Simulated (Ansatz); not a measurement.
# BFGeH6OSi: up Jacob's ladder to CCSD(T), part 2 of 2

Ansatz 0.2.0, Gaussian basis; functionals in def2-TZVPP, the program's frozen cores in correlated methods. The steps go on from the part before.

## Step 7: ωB97M-V (range-separated)

File in.yaml:

```yaml
crystal:
  periodic: [false, false, false]
  atoms:
    - {symbol: O, position_ang: [0.878140, -0.165061, 2.664445]}
    - {symbol: B, position_ang: [1.100369, -0.434551, 1.362545]}
    - {symbol: F, position_ang: [2.370153, -0.446348, 0.977963]}
    - {symbol: Ge, position_ang: [-0.383844, -0.786135, -0.054007]}
    - {symbol: Si, position_ang: [-0.477264, 0.957394, -1.671387]}
    - {symbol: H, position_ang: [-0.049384, -0.174291, 2.909541]}
    - {symbol: H, position_ang: [-0.131920, -2.123342, -0.772746]}
    - {symbol: H, position_ang: [-1.757227, -0.889749, 0.645324]}
    - {symbol: H, position_ang: [-0.772220, 2.250504, -0.998172]}
    - {symbol: H, position_ang: [0.829839, 1.068338, -2.369699]}
    - {symbol: H, position_ang: [-1.541443, 0.686240, -2.673305]}
basis:
  gaussian: {orbitals: def2-TZVPP}
hamiltonian: {xc: {name: wB97M-V}}
output: {forces: true, orbitals: {seedname: orbitals}}
```

The run is started by

```sh
> ansatz run in.yaml --threads 4 --pin off --events-out ev --progress --plain --max-ram 10444MiB
```

Standard output:

```text
Functional definition: wB97M-V
  name "wB97M-V"
  cite "Mardirossian & Head-Gordon, J. Chem. Phys. 144, 214110 (2016) doi:10.1063/1.4952647"
  cite "Becke, J. Chem. Phys. 107, 8554 (1997) doi:10.1063/1.475007"
  cite "Vydrov & Van Voorhis, J. Chem. Phys. 133, 244103 (2010) doi:10.1063/1.3521275"
  # Of w^i u^j: cxij and so on, Table III.
  parameter omega = 0.3/bohr
  parameter cx = 0.15
  parameter cx01 = 1.007
  parameter cx10 = 0.259
  parameter css00 = 0.443
  parameter css04 = -1.437
  parameter css10 = -4.535
  parameter css20 = -3.390
  parameter css43 = 4.278
  parameter cos00 = 1.000
  parameter cos10 = 1.358
  parameter cos20 = 2.924
  parameter cos21 = -8.812
  parameter cos60 = -1.390
  parameter cos61 = 9.142
  parameter b = 6.0
  parameter c = 0.01
  gx(w, u) = 1 - cx + cx01*u + cx10*w
  gss(w, u) = css00 + css04*u^4 + css10*w + css20*w^2 + css43*w^4*u^3
  gos(w, u) = cos00 + cos10*w + (cos20 + cos21*u)*w^2 + (cos60 + cos61*u)*w^6
  exchange = spin_sum(e_x_unif_sr(omega)*gx(b97_w, b97_u_x)) + cx*exact_x_sr(omega) + exact_x_lr(omega)
  correlation = spin_sum(e_c_pw_mod_same_spin*gss(b97_w, b97_u_same))
      + integral(e_c_pw_mod_opposite_spin*gos(b97_w_opposite, b97_u_opposite)) + vv10(b, c)
1507 factors; their error is unknown
338 factors; integrals over basis functions are off by at most 1.0e-5 eV
mean field evaluation 1: about -69929.1546 eV, gradient 5.3e1 eV
mean field evaluation 2: about -69928.5297 eV, gradient 6.0e1 eV
mean field evaluation 4: about -69933.5951 eV, gradient 1.9e0 eV
mean field evaluation 8: about -69933.6076 eV, gradient 2.4e-2 eV
mean field evaluation 16: about -69933.7757 eV, gradient 5.6e-5 eV
mean field -69933.77569840 eV, -2570.0188541004 hartree, gradient 2.4e-5 eV, S^2 0.000000; 0 other end points of the search recorded, 0 dependent functions left out
the calculation of the forces begins
reference -69933.77575952 eV, -2570.0188563465 hartree; 37, 37 occupied and 230, 230 virtual orbitals, 1507 factors
Total energy: -69933.77575952 eV, -2570.0188563465 hartree
Atom 0 at     0.878140    -0.165061     2.664445 Å, force    -0.088606     0.025778     0.154635 eV/Å
Atom 1 at     1.100369    -0.434551     1.362545 Å, force    -0.220391    -0.039763    -0.109538 eV/Å
Atom 2 at     2.370153    -0.446348     0.977963 Å, force     0.211472    -0.003276    -0.082268 eV/Å
Atom 3 at    -0.383844    -0.786135    -0.054007 Å, force    -0.032463    -0.015602    -0.041459 eV/Å
Atom 4 at    -0.477264     0.957394    -1.671387 Å, force    -0.005110     0.059747    -0.063838 eV/Å
Atom 5 at    -0.049384    -0.174291     2.909541 Å, force     0.044318     0.001920    -0.002303 eV/Å
Atom 6 at    -0.131920    -2.123342    -0.772746 Å, force    -0.014203     0.093535     0.057481 eV/Å
Atom 7 at    -1.757227    -0.889749     0.645324 Å, force     0.094986     0.007385    -0.039044 eV/Å
Atom 8 at    -0.772220     2.250504    -0.998172 Å, force     0.035470    -0.148666    -0.074707 eV/Å
Atom 9 at     0.829839     1.068338    -2.369699 Å, force    -0.151392    -0.012537     0.081422 eV/Å
Atom 10 at    -1.541443     0.686240    -2.673305 Å, force     0.125921     0.031479     0.119618 eV/Å
Dipole moment:    -0.402623     0.005022     0.090621 e Å
```

Run time: 11 s. Hardware: 4 threads of AMD EPYC 7B13, shared host; peak memory 1.1 GiB.

With the free atoms at this level, -69895.034 eV in sum, the atomisation energy is 38.741 eV. HOMO -10.10 eV, LUMO 1.21 eV.

## Step 8: B2PLYP (double hybrid)

in.yaml: that of step 7 with these lines changed.

```diff
@@ -16,3 +16,2 @@
   gaussian: {orbitals: def2-TZVPP}
-hamiltonian: {xc: {name: wB97M-V}}
-output: {forces: true, orbitals: {seedname: orbitals}}
+hamiltonian: {xc: {name: B2PLYP}}
```

Same command.

Standard output:

```text
Functional definition: B2PLYP
  name "B2PLYP"
  cite "Grimme, J. Chem. Phys. 124, 034108 (2006) doi:10.1063/1.2148954"
  cite "Becke, Phys. Rev. A 38, 3098 (1988) doi:10.1103/PhysRevA.38.3098"
  cite "Lee, Yang & Parr, Phys. Rev. B 37, 785 (1988) doi:10.1103/PhysRevB.37.785"
  parameter a = 0.53
  parameter c = 0.27
  exchange = (1 - a)*b88_x + a*exact_x
  correlation = (1 - c)*lyp_c + c*(mp2_os + mp2_ss)
1630 factors; integrals over basis functions are off by at most 1.3e-3 eV
mean field evaluation 1: about -69909.9689 eV, gradient 5.0e1 eV
mean field evaluation 2: about -69910.0770 eV, gradient 5.0e1 eV
mean field evaluation 4: about -69913.9498 eV, gradient 3.3e0 eV
mean field evaluation 8: about -69913.9832 eV, gradient 3.5e-1 eV
mean field evaluation 16: about -69913.9835 eV, gradient 1.1e-4 eV
mean field -69913.98350327 eV, -2569.2915043450 hartree, gradient 7.4e-6 eV, S^2 0.000000; 0 other end points of the search recorded, 0 dependent functions left out
17 core orbitals not correlated: weight in the atoms' cores, before any rotation towards them, 1.000 or more for the frozen orbitals, at most 0.000 for the correlated occupied ones
reference -69913.98369685 eV, -2569.2915114592 hartree; 20, 20 occupied and 230, 230 virtual orbitals, 1630 factors
second order -31.94790099 eV of doubles, -0.00000000 eV of singles
Total energy: -69922.60963012 eV, -2569.6085086599 hartree
```

It took 5.5 s on 4 threads of AMD EPYC 7B13, shared host; peak memory 0.77 GiB.

Atomisation energy: 38.291 eV (free atoms -69884.318 eV, run apart).

## Step 9: Frontier levels by functional

Dipoles come from the runs that computed forces. Levels, from each run's orbital file:

| functional | HOMO (eV) | LUMO (eV) | gap (eV) | dipole (D) |
| --- | --- | --- | --- | --- |
| PBE-D4 | -6.89 | -1.54 | 5.35 | 1.88 |
| r2SCAN-D4 | -7.16 | -1.29 | 5.87 | 1.93 |
| PBE0-D4 | -8.06 | -0.67 | 7.40 |  |
| B3LYP-D4 | -7.85 | -0.87 | 6.99 | 1.99 |
| ωB97X-V | -10.30 | 1.44 | 11.74 |  |
| ωB97M-V | -10.10 | 1.21 | 11.31 | 1.98 |

## Step 10: CCSD(T) in def2-TZVPP

in.yaml: that of step 8 with these lines changed.

```diff
@@ -16,2 +16,2 @@
   gaussian: {orbitals: def2-TZVPP}
-hamiltonian: {xc: {name: B2PLYP}}
+correlation: {method: ccsd_t}
```

Launched as before.

Standard output:

```text
Functional definition: HF
  name "HF"
  cite "Fock, Z. Phys. 61, 126 (1930) doi:10.1007/BF01340294"
  parent pbe
  exchange = exact_x
  correlation = 0
1630 factors; integrals over basis functions are off by at most 1.3e-3 eV
mean field evaluation 1: about -69847.2901 eV, gradient 4.2e1 eV
mean field evaluation 2: about -69847.4679 eV, gradient 4.2e1 eV
mean field evaluation 4: about -69851.3283 eV, gradient 3.7e0 eV
mean field evaluation 8: about -69851.4001 eV, gradient 3.3e-1 eV
mean field evaluation 16: about -69847.2906 eV, gradient 4.2e1 eV
mean field -69851.40045079 eV, -2566.9916195866 hartree, gradient 2.6e-6 eV, S^2 0.000000; 0 other end points of the search recorded, 0 dependent functions left out
17 core orbitals not correlated: weight in the atoms' cores, before any rotation towards them, 1.000 or more for the frozen orbitals, at most 0.000 for the correlated occupied ones
reference -69851.40045079 eV, -2566.9916195866 hartree; 20, 20 occupied and 230, 230 virtual orbitals, 1630 factors
second order -26.46105293 eV of doubles, -0.00000000 eV of singles
cycle   1  -26.66093366 eV  change   -2.0e-1 eV  update   1.2e-1
cycle   2  -27.40303587 eV  change   -7.4e-1 eV  update   3.6e-2
cycle   3  -27.54307414 eV  change   -1.4e-1 eV  update   1.9e-2
cycle   4  -27.52264612 eV  change    2.0e-2 eV  update   4.6e-3
cycle   5  -27.52030879 eV  change    2.3e-3 eV  update   2.0e-3
cycle   6  -27.52099415 eV  change   -6.9e-4 eV  update   5.6e-4
cycle   7  -27.52057239 eV  change    4.2e-4 eV  update   1.8e-4
cycle   8  -27.52049599 eV  change    7.6e-5 eV  update   6.1e-5
cycle   9  -27.52052620 eV  change   -3.0e-5 eV  update   2.4e-5
perturbative correction -0.94911660 eV, -0.0348793916 hartree
Total energy: -69879.87009358 eV, -2568.0378596620 hartree
```

It took 3.7 min on 4 threads of AMD EPYC 7B13, shared host; peak memory 6.8 GiB.

## Step 11: MP2 in def2-QZVPP

in.yaml: that of step 10 with these lines changed.

```diff
@@ -15,3 +15,3 @@
 basis:
-  gaussian: {orbitals: def2-TZVPP}
-correlation: {method: ccsd_t}
+  gaussian: {orbitals: "def2-QZVPP.json"}
+correlation: {method: mp2}
```

Same command.

Standard output:

```text
Functional definition: HF
  name "HF"
  cite "Fock, Z. Phys. 61, 126 (1930) doi:10.1007/BF01340294"
  parent pbe
  exchange = exact_x
  correlation = 0
3130 factors; integrals over basis functions are off by at most 7.7e-4 eV
mean field evaluation 1: about -69848.9278 eV, gradient 4.2e1 eV
mean field evaluation 2: about -69849.0340 eV, gradient 4.2e1 eV
mean field evaluation 4: about -69852.9578 eV, gradient 3.8e0 eV
mean field evaluation 8: about -69853.0306 eV, gradient 3.4e-1 eV
mean field -69853.03104536 eV, -2567.0515428321 hartree, gradient 1.0e-6 eV, S^2 0.000000; 0 other end points of the search recorded, 0 dependent functions left out
17 core orbitals not correlated: weight in the atoms' cores, before any rotation towards them, 1.000 or more for the frozen orbitals, at most 0.000 for the correlated occupied ones
reference -69853.03104536 eV, -2567.0515428321 hartree; 20, 20 occupied and 473, 473 virtual orbitals, 3130 factors
second order -35.27338944 eV of doubles, -0.00000000 eV of singles
Total energy: -69888.30443480 eV, -2568.3478159847 hartree
```

It took 24 s on 4 threads of AMD EPYC 7B13, shared host; peak memory 3.4 GiB.

The pieces so far (eV):

| basis | HF | MP2 correlation | CCSD correlation | (T) | total |
| --- | --- | --- | --- | --- | --- |
| def2-TZVPP | -69851.4005 | -26.4611 | -27.5205 | -0.9491 | -69879.8701 |
| def2-QZVPP | -69853.0310 | -35.2734 |  |  | -69888.3044 (MP2) |

The report of the def2-TZVPP run gives T1 = 0.0132.

## Step 12: The basis-set limit

No new run: Hartree-Fock is extrapolated as exp(−7.88√X) and correlation as X^−2.97, with X = 3 and 4; only MP2 was run in the larger set, so CCSD(T) minus MP2 is added from the smaller one.

| level | energy at the limit (eV) |
| --- | --- |
| HF | -69853.2556 |
| MP2 | -69895.0567 |
| CCSD | -69896.1162 |
| CCSD(T) | -69897.0653 |

This is no true limit for total energies: MP2 correlation changes by a factor of 1.33 from triple to quadruple zeta (about 1.07 in light molecules), because outer-core shells are correlated in sets not made for them. Much of that cancels between molecule and atoms or ions.

## Step 13: Atomisation energies

Atomisation energy = energies of 1 O, 1 B, 1 F, 1 Ge, 1 Si, 6 H (separate runs, same level) minus the molecule's; electronic only, no spin-orbit term.

Differences are taken before rounding.

| method | rung | atomisation energy (eV) | from CCSD(T)/CBS (eV) | time |
| --- | --- | --- | --- | --- |
| PBE-D4 | GGA | 39.008 | +0.147 | 2.4 s |
| r2SCAN-D4 | meta-GGA | 38.973 | +0.113 | 4.1 s |
| PBE0-D4 | hybrid | 38.450 | -0.411 | 3.2 s |
| B3LYP-D4 | hybrid | 38.613 | -0.247 | 5.5 s |
| ωB97X-V | range-separated | 38.971 | +0.110 | 7.5 s |
| ωB97M-V | range-separated | 38.741 | -0.119 | 11 s |
| B2PLYP | double hybrid | 38.291 | -0.569 | 5.5 s |
| HF/def2-TZVPP | wavefunction | 28.876 | -9.985 |  |
| MP2/def2-TZVPP | wavefunction | 38.435 | -0.426 |  |
| CCSD/def2-TZVPP | wavefunction | 37.469 | -1.391 |  |
| CCSD(T)/def2-TZVPP | wavefunction | 37.972 | -0.889 | 3.7 min |
| MP2/CBS | wavefunction | 39.324 | +0.463 |  |
| CCSD(T)/CBS | wavefunction | 38.861 | 0 | 4.1 min |

Among the levels timed on like hardware and quicker than the yardstick, those that no quicker one beats, quickest first: PBE-D4 (2.4 s, +0.147 eV); r2SCAN-D4 (4.1 s, +0.113 eV); ωB97X-V (7.5 s, +0.110 eV).

B2PLYP carry no dispersion term (for B3LYP, D4 adds 0.366 eV).

Times are those of the molecule's run; HF, MP2 and CCSD come out of the CCSD(T) runs, and the limit's time is the sum of the runs that it needs.

## Step 14: What came out

This closing draws on all 2 parts.

| quantity | value |
| --- | --- |
| atomisation energy, CCSD(T)/CBS | 38.861 eV |
| functionals within 0.389 eV (1.0 %) | PBE-D4, r2SCAN-D4, B3LYP-D4, ωB97X-V, ωB97M-V |
| farthest | B2PLYP (-0.569 eV) |
| mean size of error, hybrid | 0.329 eV |
| mean size of error, range-separated | 0.115 eV |
| gap, smallest and largest | 5.35 eV (PBE-D4), 11.74 eV (ωB97X-V) |
| T1 diagnostic | 0.0132 |
| triples share of the correlation energy | 3.3 % |

In words: PBE-D4 misses by +0.147 eV. Double hybrids carry the basis error of their MP2 part in triple zeta, and no dispersion term here, so their miss is partly the set-up's. Misses under about 0.389 eV are within the doubt on the reference itself, which lacks core-valence correlation, relativity and higher excitations, and its outer-core shells are covered unevenly. Hartree-Fock recovers 74 % of the binding; the rest is correlation. The gap grows from 5.3 to 11.7 eV across the functionals, mostly with the share of exact exchange. Correlated methods include outer-core shells of Ge, which these sets cover unevenly.

For cost: ωB97X-V gets within 0.110 eV in 7.5 s, where CCSD(T)/CBS took 4.1 min; the quickest level in the cost chart, PBE-D4, takes 2.4 s and misses by 0.147 eV.
